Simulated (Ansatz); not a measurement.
# BF3H4OSi: the cost of one run

Program: Ansatz 0.2.0. Level of theory: RHF/6-31G. These are calculated values, not measurements.

## 1. The structure to begin with

Bond lengths: B1–F2 1.681 Å, B1–F3 1.299 Å, B1–F4 1.301 Å, B1–O6 1.744 Å, O6–Si7 1.641 Å, Si7–H8 1.461 Å, Si7–H9 1.459 Å, Si7–H10 1.456 Å. Angles: F2–B1–F3 109.9°, F2–B1–F4 109.4°, F2–B1–O6 81.4°, F3–B1–F4 122.8°, F3–B1–O6 112.7°, F4–B1–O6 112.8°, B1–O6–Si7 131.1°, O6–Si7–H8 110.3°, O6–Si7–H9 100.3°, O6–Si7–H10 106.3°, H8–Si7–H9 112.2°, H8–Si7–H10 112.2°, H9–Si7–H10 114.6°.

Structure file:

```xyz
10

B     0.3059   -1.4808    0.2076
F     1.5399   -1.2889   -0.9170
F    -0.4411   -2.4900   -0.1239
F     0.7842   -1.3211    1.4070
H     0.8403   -0.3285   -1.1161
O    -0.2270    0.0149   -0.5127
Si   -0.6284    1.4558    0.1634
H     0.3345    1.8131    1.2019
H    -0.5323    2.3280   -1.0028
H    -1.9758    1.2974    0.6924
```

## 2. A restrained relaxation towards end A

Springs on the bonds that form and break draw the guess towards this end; the thresholds are loose.

File input.yaml:

```yaml
crystal:
  periodic: [false, false, false]
  atoms:
    - { symbol: B, position_ang: [0.3059, -1.4808, 0.2076] }
    - { symbol: F, position_ang: [1.5399, -1.2889, -0.917] }
    - { symbol: F, position_ang: [-0.4411, -2.49, -0.1239] }
    - { symbol: F, position_ang: [0.7842, -1.3211, 1.407] }
    - { symbol: H, position_ang: [0.8403, -0.3285, -1.1161] }
    - { symbol: O, position_ang: [-0.227, 0.0149, -0.5127] }
    - { symbol: Si, position_ang: [-0.6284, 1.4558, 0.1634] }
    - { symbol: H, position_ang: [0.3345, 1.8131, 1.2019] }
    - { symbol: H, position_ang: [-0.5323, 2.328, -1.0028] }
    - { symbol: H, position_ang: [-1.9758, 1.2974, 0.6924] }
basis:
  gaussian: { orbitals: "6-31G" }
hamiltonian:
  xc: hf
relax:
  f_tol: 0.15
  max_steps: 25
  restrain:
    - { distance: [0, 5], at: 2.8, k: 30.0 }
    - { distance: [4, 1], at: 2.18, k: 30.0 }
    - { distance: [0, 1], at: 1.41, k: 30.0 }
    - { distance: [4, 5], at: 0.97, k: 30.0 }
output:
  orbitals: {}
```

Command:

```bash
$ ansatz run input.yaml --threads 1 --pin off --max-ram 2048MiB --backend cpu --events-out ev --progress --plain --runs-dir out
```

**Question.** How long does this run take on 1 thread of Intel Xeon Platinum 8375C at 2.90GHz (Ice Lake), shared host, and how much memory does it need?

About 17 s, with a peak of 0.16 GiB.
